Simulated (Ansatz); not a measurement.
A nudged elastic band was laid between two geometries of a periodic cell of 63 atoms, Si (host Si, host structure diamond, one Si atom removed), cell charge +1.

Level of theory: DFT LDA, scalar-relativistic, plane waves, PAW in Ansatz 0.2.0. Settings: PAW set soft_1, cutoff 420 eV, k mesh 1x1x1, fermi-dirac smearing 0.05 eV, spin collinear.

* movable images: 5
* climbing image: yes
* spring: 5.0 eV/Å²
* optimiser: quadratic models (default)
* start path: IDPP
* force threshold: 0.05 eV/Å
* iteration limit: 44
* end points: relaxed

First end point:

```xyz
63
Lattice="10.8600 0.0000 0.0000 0.0000 10.8600 0.0000 0.0000 0.0000 10.8600" Properties=species:S:1:pos:R:3
Si 5.438 0.005 0.003
Si 6.793 1.356 1.357
Si 8.148 2.708 0.002
Si 9.499 4.081 1.337
Si 8.148 0.005 2.712
Si 9.508 1.357 4.072
Si 0.002 -0.006 -0.013
Si 1.363 1.356 1.358
Si 2.725 2.717 -0.012
Si 4.089 4.081 1.376
Si 5.412 5.405 -0.024
Si 8.178 8.170 -0.027
Si 9.499 9.492 1.378
Si 2.726 -0.005 2.728
Si 4.079 1.356 4.073
Si 5.439 2.707 2.713
Si 6.775 4.080 4.063
Si 8.177 5.403 2.741
Si 9.499 6.806 4.064
Si 5.424 -0.006 5.426
Si 6.793 1.356 6.788
Si 8.164 2.717 5.426
Si 9.508 4.071 6.787
Si 8.164 -0.005 8.149
Si 9.508 1.356 9.503
Si 0.013 5.432 0.003
Si 1.364 6.786 1.358
Si 2.715 8.141 0.003
Si 4.088 9.492 1.338
Si 0.002 2.718 2.728
Si 1.364 4.072 4.072
Si 2.715 5.430 2.712
Si 4.089 6.766 4.062
Si 5.412 8.168 2.739
Si 6.813 9.492 4.063
Si 0.007 0.000 5.431
Si 1.363 1.356 6.788
Si 2.719 2.712 5.432
Si 4.079 4.072 6.788
Si 5.438 5.431 5.436
Si 6.793 6.786 6.788
Si 8.148 8.141 5.436
Si 9.508 9.501 6.787
Si 2.721 0.000 8.144
Si 4.079 1.357 9.503
Si 5.424 2.719 8.149
Si 6.814 4.081 9.512
Si 8.149 5.431 8.138
Si 9.500 6.766 9.511
Si 0.012 8.141 2.713
Si 1.365 9.500 4.072
Si 0.002 5.416 5.426
Si 1.363 6.786 6.788
Si 2.726 8.155 5.425
Si 4.079 9.500 6.787
Si 0.008 2.713 8.144
Si 1.364 4.072 9.504
Si 2.725 5.416 8.150
Si 4.088 6.806 9.513
Si 5.438 8.141 8.139
Si 6.774 9.492 9.512
Si 0.002 8.157 8.149
Si 1.364 9.501 9.503
```

Last end point:

Only the atoms that move by more than 0.05 Å are listed.
```
Si12 6.773 6.773 1.372
Si18 8.165 5.440 2.705
```

Question: What changes between the two ends?

Answer: The atom that moves furthest is Si12, by 2.42 Å; four of its nearest neighbours are Si49 2.34, Si61 2.34, Si13 2.34, Si7 3.80 Å at the first end and Si11 2.34, Si18 2.34, Si34 2.34, Si17 3.81 Å at the last.

Question: What energy profile does the band end with?

Answer: The run converged. The highest image is number 3 of 0 to 6, 0.50 eV above the ends, which have the same energy within 2 meV. By the program's own check the climbing image is a first-order saddle point (lowest curvatures found: -1.46 and 0.66 eV/Å²). Limits of this set-up: coarse k mesh, PAW files made for another functional, a typed lattice constant that wasn't relaxed here, charged cell in a uniform background, uncorrected.

```tsv
image	path coordinate (Å)	energy (eV)	Si12–Si13 (Å)	Si12–Si49 (Å)	Si12–Si61 (Å)
0	0.00	0.00	2.34	2.34	2.34
1	0.48	0.10	2.40	2.39	2.40
2	0.95	0.35	2.51	2.50	2.52
3	1.43	0.50	2.74	2.73	2.78
4	1.90	0.35	3.12	3.11	3.17
5	2.37	0.10	3.52	3.52	3.55
6	2.83	0.00	3.88	3.88	3.88
```

Question: What is the geometry of the highest image?

Answer: 
```xyz
63
Lattice="10.8600 0.0000 0.0000 0.0000 10.8600 0.0000 0.0000 0.0000 10.8600" Properties=species:S:1:pos:R:3:forces:R:3
Si 5.427 -0.002 0.004 0.00 0.00 0.00
Si 6.792 1.359 1.357 0.00 0.00 0.00
Si 8.148 2.713 0.001 0.00 0.00 0.00
Si 9.517 4.070 1.354 0.00 0.00 0.00
Si 8.144 -0.002 2.724 0.00 0.00 0.00
Si 9.523 1.355 4.084 0.00 0.00 0.00
Si -0.092 -0.094 0.034 0.00 0.00 0.00
Si 1.339 1.336 1.358 0.00 0.00 0.00
Si 2.736 2.733 -0.001 0.00 0.00 0.00
Si 4.165 4.163 1.324 0.00 0.00 0.00
Si 5.590 5.585 -0.028 0.00 0.00 0.00
Si 7.486 7.450 0.686 -0.02 0.01 0.00
Si 9.345 9.341 1.388 0.01 0.01 0.00
Si 2.721 0.010 2.731 0.00 0.00 0.00
Si 4.091 1.391 4.058 0.00 0.00 0.00
Si 5.454 2.755 2.693 0.00 0.00 0.00
Si 6.825 4.171 3.974 0.00 0.00 0.00
Si 8.182 5.595 2.549 0.00 -0.01 0.01
Si 9.517 6.790 4.073 0.00 0.00 0.00
Si 5.413 0.009 5.429 0.00 0.00 0.00
Si 6.789 1.343 6.802 0.00 0.00 0.00
Si 8.147 2.739 5.405 0.00 0.00 0.00
Si 9.524 4.061 6.788 0.00 0.00 0.00
Si 8.115 -0.085 8.230 0.00 0.00 0.00
Si 9.485 1.319 9.523 0.00 0.00 0.00
Si 0.005 5.418 0.003 0.00 0.00 0.00
Si 1.362 6.787 1.357 0.00 0.00 0.00
Si 2.716 8.143 0.001 0.00 0.00 0.00
Si 4.078 9.508 1.353 0.00 0.00 0.00
Si 0.013 2.712 2.736 0.00 0.00 0.00
Si 1.394 4.085 4.059 0.00 0.00 0.00
Si 2.756 5.450 2.695 0.00 0.00 0.00
Si 4.162 6.821 3.985 0.00 0.00 0.00
Si 5.585 8.171 2.563 0.01 0.00 0.00
Si 6.794 9.509 4.073 0.00 0.00 0.00
Si -0.010 -0.015 5.464 0.00 0.00 0.00
Si 1.360 1.355 6.789 0.00 0.00 0.00
Si 2.720 2.715 5.429 0.00 0.00 0.00
Si 4.090 4.086 6.754 0.00 0.00 0.00
Si 5.454 5.451 5.391 0.00 0.00 0.00
Si 6.792 6.787 6.785 0.00 0.00 0.00
Si 8.148 8.143 5.432 0.00 0.00 0.00
Si 9.485 9.481 6.826 0.00 0.00 0.00
Si 2.684 -0.016 8.160 0.00 0.00 0.00
Si 4.065 1.355 9.486 0.00 0.00 0.00
Si 5.412 2.714 8.136 0.00 0.00 0.00
Si 6.794 4.071 9.494 0.00 0.00 0.00
Si 8.144 5.419 8.145 0.00 0.00 0.00
Si 9.341 6.755 9.667 0.01 0.00 -0.01
Si 0.005 8.141 2.725 0.00 0.00 0.00
Si 1.362 9.523 4.081 0.00 0.00 0.00
Si 0.014 5.410 5.431 0.00 0.00 0.00
Si 1.337 6.787 6.811 0.00 0.00 0.00
Si 2.734 8.146 5.414 0.00 0.00 0.00
Si 4.065 9.520 6.789 0.00 0.00 0.00
Si -0.010 2.681 8.159 0.00 0.00 0.00
Si 1.363 4.063 9.481 0.00 0.00 0.00
Si 2.721 5.413 8.134 0.00 0.00 0.00
Si 4.078 6.791 9.495 0.00 0.00 0.00
Si 5.427 8.140 8.145 0.00 0.00 0.00
Si 6.765 9.353 9.651 0.00 -0.01 0.00
Si -0.095 8.110 8.242 0.00 0.00 0.00
Si 1.320 9.480 9.524 0.00 0.00 0.00
```

Run time: 5.7 min on 4 threads of Arm Neoverse V2, with other jobs on the host, peak memory 4 GiB.
